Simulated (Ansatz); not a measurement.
# BaCuGe: one contact scaled

The task here is to estimate one member of a computed series from the others.

Computed with Ansatz 0.2.0 (DFT r²SCAN, with the methods named in each step, unless a step's input says otherwise).

2 further runs of the same task are left out: 2 that didn't finish. Runs told in other sessions of the task aren't counted.

**The starting structure**

It takes space group P-6m2 (No. 187, hexagonal). Conventional cell: a = 4.234 Å, b = 4.234 Å, c = 5.046 Å, α = 90.00°, β = 90.00°, γ = 120.00°. Ba (site symmetry -6m2) has 6 Cu at 3.51 Å and 6 Ge at 3.51 Å in its first shell of neighbours. Cu (site symmetry -6m2) has 3 Ge at 2.44 Å in its first shell of neighbours. Ge (site symmetry -6m2) is surrounded by 3 Cu at 2.44 Å.

Structure file:

```
Ba Cu Ge
1.0
     4.23432    0.00000    0.00000
    -2.11716    3.66703    0.00000
     0.00000    0.00000    5.04550
Ba Cu Ge
1 1 1
Cartesian
  0.0000 0.0000 0.0000
  0.0000 2.4447 2.5228
  2.1172 1.2223 2.5228
```

Atoms are numbered in the order of the input: Ba1, Cu2, Ge3.

The first run:

Input file input.yaml:

```yaml
crystal:
  lattice:
    - [4.2343221827, 0.0, 0.0]
    - [-2.1171610913, 3.667030578, 0.0]
    - [0.0, 0.0, 5.04550393]
  atoms:
    - { symbol: Ba, position: [0.0, 0.0, 0.0] }
    - { symbol: Cu, position: [0.3333333333, 0.6666666667, 0.5] }
    - { symbol: Ge, position: [0.6666666667, 0.3333333333, 0.5] }
kpoints:
  mp_grid: { grid: [8, 8, 6] }
scf:
  occupations: { method: fermi_dirac, width: 0.05 }
hamiltonian:
  xc: r2scan
  pseudopotentials: { kind: paw }
output:
  forces: true
  stress: true
  eigenvalues: true
  efg: { contact_densities: true }
  populations: true
```

Launch:

```
$ ansatz run input.yaml --threads 1 --pin off --max-ram 3072MiB --backend cpu --events-out ev --progress --plain --runs-dir out
```

Steps of the session up to this table: Shortest bond scaled by 1, PAW; Shortest bond scaled by 0.94, PAW; Shortest bond scaled by 0.82, PAW; Shortest bond scaled by 0.76, PAW; Shortest bond scaled by 0.58, PAW; Shortest bond scaled by 0.58, PAW (level accurate).

One table of the session follows, with a row left open; its other results are not shown here.

| method | length (Å) | F from the given length (eV/cell) | force along the bond (eV/Å) | pressure (GPa) | largest force (eV/Å) |
| --- | --- | --- | --- | --- | --- |
| PAW | 1.418 | ? | ? | ? | ? |
| PAW | 1.858 | 1.910 | 9.856 | 11.01 | 9.947 |
| PAW | 2.005 | 0.846 | 5.118 | 5.13 | 5.197 |
| PAW | 2.298 | 0.065 | 0.951 | 0.13 | 0.981 |
| PAW | 2.445 | 0.000 | 0.000 | -0.34 | 0.000 |
| PAW (level accurate) | 1.418 | – | 64.002 | 62.68 | 64.066 |

Q: Estimate the row for PAW, 1.418 from the others.

The run gave: F from the given length (eV/cell): 14.457; force along the bond (eV/Å): 61.259; pressure (GPa): 59.99; largest force (eV/Å): 61.329.

To keep in mind: Warnings in the runs' records: gradients without spin orbit, written density without core change.
